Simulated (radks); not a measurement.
**Nuclear size and the levels of Br³⁺**

One table from this session's results is given with a row withheld; the runs are named, their logs left out.

The numbers are computed with radks (a radial shooting solver on a logarithmic mesh, Libxc functionals) version 1 (Dirac Kohn-Sham, PBE, spin-unpolarised, spherical densities, finite nucleus; open shells fill j = l - 1/2 first), except any that are marked as measured or tabulated.

## What is computed

```
element            : bromine (Z = 35)
charge             : +3
electrons          : 32
configuration      : [Ar] 3d10 4s2 4p2
nuclear rms radius : 4.1629 fm
```

The first run:

The run's settings:

```text
Z 35
configuration [Ar] 3d10 4s2 4p2 5s0 4d0
relativity Dirac
functional pbe,pbe
spin unpolarised
j_filling energy
nucleus finite rms 4.1629 fm
c 137.035999084
```

Steps of the session up to this table: rms radius 4.1629 fm.

One table of the session follows, with a row left open; its other results are not shown here.

It belongs to the step «rms radius 4.1629 fm». Sizes of the orbitals, from the radial functions (bohr):

```
level     <r>  outermost maximum (interpolated)  90 % within  nodes
3d3/2  0.5851                             0.429        0.963      0
3d5/2  0.5891                             0.432        0.969      0
4s1/2   1.548                              1.37         2.26      3
4p1/2       ?                                 ?            ?      ?
4p3/2   1.776                              1.55         2.62      2
4d3/2   2.490                              2.11         3.75      1
4d5/2   2.499                              2.12         3.77      1
5s1/2   3.498                              3.31         4.96      4
```

Estimate the missing values for 4p1/2.

The run gave: <r>: 1.750; outermost maximum (interpolated): 1.52; 90 % within: 2.59; nodes: 2. In the column «<r>» it lies between 4s1/2 (1.548) and 4p3/2 (1.776).
